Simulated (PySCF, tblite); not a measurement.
# C₆H₁₁O radical: geometry, infrared bands and EPR parameters

Aim: predict the infrared bands and EPR parameters of C₆H₁₁O radical (`[CH2]COCC(=C)C`).

Programs: tblite 0.8.0 and PySCF 2.14.0, with density-fitted response routines of our own. Each step states its level of theory. These are calculated values for one molecule in the gas phase, unless marked as measured. Atoms count from 0, in the outputs and in this text.

## Step 1: The molecule as given

18 atoms, charge 0, multiplicity 2; geometry from: force field or distance geometry start.

Bonds of the start (Å): C0–C1 1.52, C1–O2 1.40, O2–C3 1.36, C3–C4 1.50, C4–C5 1.35, C4–C6 1.47, C0–H7 1.12, C0–H8 1.10, C1–H9 1.12, C1–H10 1.09, C3–H11 1.10, C3–H12 1.12, C5–H13 1.09, C5–H14 1.07, C6–H15 1.12, C6–H16 1.12, C6–H17 1.12.

## Step 2: Geometry optimisation with GFN2-xTB

The job: settings as JSON, then the geometry in Å.

```
{"job": {"kind": "relax", "xc": "GFN2-xTB", "basis": "xTB"}, "charge": 0, "multiplicity": 2}
C     -2.594600    -0.921500     0.361500
C     -2.115500     0.054900    -0.701800
O     -0.718600     0.055100    -0.725600
C     -0.126600     0.437100     0.438300
C      1.351900     0.377500     0.222300
C      2.037500     1.526200     0.376500
C      2.081700    -0.838400    -0.181300
H     -3.596700    -1.294000     0.026800
H     -1.914500    -1.779500     0.502400
H     -2.443000    -0.391400    -1.670300
H     -2.591100     1.030200    -0.627000
H     -0.377100     1.487600     0.655100
H     -0.408100    -0.190100     1.326500
H      1.426300     2.381300     0.667800
H      3.094200     1.597800     0.238500
H      1.876900    -1.709200     0.488800
H      3.179100    -0.621400    -0.194700
H      1.829300    -1.196000    -1.215400
```

Run with:

```
OMP_NUM_THREADS=1 python probes_run.py task.json out
```

One launch serves the whole session: the jobs run in the order shown.

**Question.** This job is followed by: GFN2-xTB harmonic vibrations, gas phase; UKS B3LYP, pcH-1 on C H O, non-relativistic, mean-field spin-orbit, GIAO. Predict these results of the whole session: strongest single infrared mode (GFN2-xTB); zero-point energy (GFN2-xTB); g(iso) (B3LYP); ⟨S²⟩; largest a(iso) (averaged by class); potential on the surface of density 0.002 e/bohr³, 1st and 99th percentile.

As calculated:

| quantity | value |
| --- | --- |
| strongest single infrared mode (GFN2-xTB) | 2864 cm⁻¹, 61 km/mol |
| zero-point energy (GFN2-xTB) | 94.1 kcal/mol |
| g(iso) (B3LYP) | 2.00266 |
| ⟨S²⟩ | 0.754 (exact 0.75) |
| largest a(iso) (averaged by class) | 1H on H9, H10, 112.3 MHz |
| potential on the surface of density 0.002 e/bohr³, 1st and 99th percentile | -1.34 V and 0.79 V |

**Reading.** The optimisation took 77 steps and gained 0.700 eV; among the close pairs (by a distance rule), O2–C3 changed most, from 1.361 to 1.415 Å. No mode is imaginary among the 48: a minimum at this level. The strongest single mode, at 2864 cm⁻¹, moves mainly H11. Unscaled tight-binding wavenumbers are off by several per cent, some by more. Its intensities can rank the bands wrongly. C0 carries the largest spin population, 1.07 e. The isotropic g lies 0.3 ppt above the free-electron value. These values are for one conformer; the search (at its own cheap level) found 1 more, at 0.57 kcal/mol, and measured spectra average over such forms.
